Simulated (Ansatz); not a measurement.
**C3H10OZr: basis-set convergence**

The task here is to estimate one member of a computed series from the others.

Method: one geometry, several basis sets; program: Ansatz 0.2.0, Gaussian basis.

Plan: PBE0-D4/def2-SVP; ωB97M-V/def2-SVP; PBE0-D4/def2-QZVPP; ωB97M-V/def2-QZVPP; the functionals' def2-TZVPP values are taken from earlier runs.

## Structure used throughout

All runs share one geometry, relaxed beforehand with PBE0-D4 in a triple-zeta def2 set. Zr takes the def2 core potential; no spin-orbit term is included.

SMILES `[CH3][Zr]([CH3])([CH3])[OH]`, 15 atoms, charge 0, spin multiplicity 1.

Atoms are counted from 1 here; the program's logs count them from 0.

Bond lengths: C1–Zr2 2.226 Å, C1–H6 1.099 Å, C1–H7 1.095 Å, C1–H8 1.098 Å, Zr2–C3 2.226 Å, Zr2–C4 2.225 Å, Zr2–O5 1.909 Å, C3–H9 1.098 Å, C3–H10 1.099 Å, C3–H11 1.095 Å, C4–H12 1.099 Å, C4–H13 1.098 Å, C4–H14 1.095 Å, O5–H15 0.952 Å. Angles: Zr2–C1–H6 109.5°, Zr2–C1–H7 114.0°, Zr2–C1–H8 110.8°, H6–C1–H7 107.5°, H6–C1–H8 107.2°, H7–C1–H8 107.5°, C1–Zr2–C3 108.3°, C1–Zr2–C4 108.4°, C1–Zr2–O5 110.6°, C3–Zr2–C4 108.4°, C3–Zr2–O5 110.5°, C4–Zr2–O5 110.6°, Zr2–C3–H9 110.8°, Zr2–C3–H10 109.6°, Zr2–C3–H11 113.9°, H9–C3–H10 107.2°, H9–C3–H11 107.5°, H10–C3–H11 107.5° and more.

Set-up of the first run:

Input file in.yaml:

```yaml
crystal:
  periodic: [false, false, false]
  atoms:
    - {symbol: C, position_ang: [-1.843645, 0.559950, 0.878470]}
    - {symbol: Zr, position_ang: [0.050378, 0.302669, -0.261588]}
    - {symbol: C, position_ang: [1.735702, 0.229465, 1.190170]}
    - {symbol: C, position_ang: [-0.035114, -1.645084, -1.334746]}
    - {symbol: O, position_ang: [0.291242, 1.739313, -1.495963]}
    - {symbol: H, position_ang: [-1.748228, 0.080393, 1.862557]}
    - {symbol: H, position_ang: [-2.122712, 1.605310, 1.046871]}
    - {symbol: H, position_ang: [-2.680381, 0.073869, 0.360188]}
    - {symbol: H, position_ang: [1.523933, 0.857078, 2.065535]}
    - {symbol: H, position_ang: [1.865491, -0.799931, 1.552054]}
    - {symbol: H, position_ang: [2.694661, 0.556107, 0.774573]}
    - {symbol: H, position_ang: [-0.659269, -2.350532, -0.768916]}
    - {symbol: H, position_ang: [0.965957, -2.088738, -1.413943]}
    - {symbol: H, position_ang: [-0.447262, -1.578539, -2.346937]}
    - {symbol: H, position_ang: [0.409237, 2.458692, -2.108304]}
basis:
  gaussian: {orbitals: def2-SVP}
hamiltonian: {xc: pbe0, dispersion: d4}
output: {orbitals: {seedname: orbitals}}
```

Run with:

```sh
> ansatz run in.yaml --threads 2 --pin off --events-out ev --progress --plain --max-ram 32768MiB --backend cpu
```

Steps of the session up to this table: PBE0-D4 in def2-SVP; ωB97M-V in def2-SVP; PBE0-D4 in def2-QZVPP; ωB97M-V in def2-QZVPP.

One of the session's tables, all rows but one given; the rest of the session is left out.

It belongs to the step «Functionals by basis». 

```
functional       basis  HOMO (eV)
   PBE0-D4    def2-SVP      -7.16
   PBE0-D4  def2-TZVPP      -7.24
   PBE0-D4  def2-QZVPP          ?
   ωB97M-V    def2-SVP      -9.47
   ωB97M-V  def2-TZVPP      -9.57
   ωB97M-V  def2-QZVPP      -9.58
```

**Question.** Estimate the row for PBE0-D4, def2-QZVPP.

**Answer.** HOMO (eV): -7.26. In the column «HOMO (eV)» it lies between ωB97M-V, def2-SVP (-9.47) and PBE0-D4, def2-TZVPP (-7.24).
